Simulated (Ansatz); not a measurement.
# CH8GeNOSb: the cost of one run

Method: RKS LDA/def2-SVP, in Ansatz 0.2.0.

**1. The structure to begin with**

Bond lengths: N1–C2 1.412 Å, C2–O3 1.422 Å, C2–Ge4 1.978 Å, C2–Sb5 2.186 Å, N1–H6 1.042 Å, N1–H7 1.095 Å, O3–H8 1.039 Å, Ge4–H9 1.567 Å, Ge4–H10 1.486 Å, Ge4–H11 1.620 Å, Sb5–H12 1.738 Å, Sb5–H13 1.803 Å. Angles (14 of 19 angles, heavy atoms first): N1–C2–O3 109.5°, N1–C2–Ge4 108.6°, N1–C2–Sb5 110.7°, O3–C2–Ge4 111.0°, O3–C2–Sb5 110.2°, Ge4–C2–Sb5 106.8°, C2–N1–H6 112.6°, C2–N1–H7 106.9°, C2–O3–H8 102.7°, C2–Ge4–H9 109.3°, C2–Ge4–H10 111.1°, C2–Ge4–H11 105.7°, C2–Sb5–H12 93.3°, C2–Sb5–H13 91.3°.

Structure file:

```xyz
13

N    -1.4041    0.5882    0.7644
C    -0.3841    0.0796   -0.0693
O    -0.9528   -0.3821   -1.2886
Ge    0.5364   -1.3888    0.8837
Sb    1.1202    1.6132   -0.4725
H    -1.0293    1.0547    1.6170
H    -1.8590    1.4308    0.2339
H    -0.1171   -0.6649   -1.8380
H     1.0492   -0.8650    2.2691
H     1.6064   -1.9852    0.0425
H    -0.6045   -2.4972    1.1902
H     1.9902    0.6095   -1.5932
H     0.0689    2.3725   -1.7244
```

**2. End point A**

Input file input.yaml:

```yaml
crystal:
  periodic: [false, false, false]
  atoms:
    - { symbol: "N", position_ang: [-1.4041, 0.5882, 0.7644] }
    - { symbol: C, position_ang: [-0.3841, 0.0796, -0.0693] }
    - { symbol: O, position_ang: [-0.9528, -0.3821, -1.2886] }
    - { symbol: Ge, position_ang: [0.5364, -1.3888, 0.8837] }
    - { symbol: Sb, position_ang: [1.1202, 1.6132, -0.4725] }
    - { symbol: H, position_ang: [-1.0293, 1.0547, 1.617] }
    - { symbol: H, position_ang: [-1.859, 1.4308, 0.2339] }
    - { symbol: H, position_ang: [-0.1171, -0.6649, -1.838] }
    - { symbol: H, position_ang: [1.0492, -0.865, 2.2691] }
    - { symbol: H, position_ang: [1.6064, -1.9852, 0.0425] }
    - { symbol: H, position_ang: [-0.6045, -2.4972, 1.1902] }
    - { symbol: H, position_ang: [1.9902, 0.6095, -1.5932] }
    - { symbol: H, position_ang: [0.0689, 2.3725, -1.7244] }
basis:
  gaussian: { orbitals: def2-SVP }
hamiltonian:
  xc: lda
relax:
  f_tol: 0.015
  max_steps: 40
```

Launch:

```sh
$ ansatz run input.yaml --threads 2 --pin off --max-ram 3072MiB --backend cpu --events-out ev --progress --plain --runs-dir out
```

Q: Estimate wall time and peak memory on 2 threads of Arm Neoverse V1, shared host.

About 38 s, with a peak of 0.2 GiB.
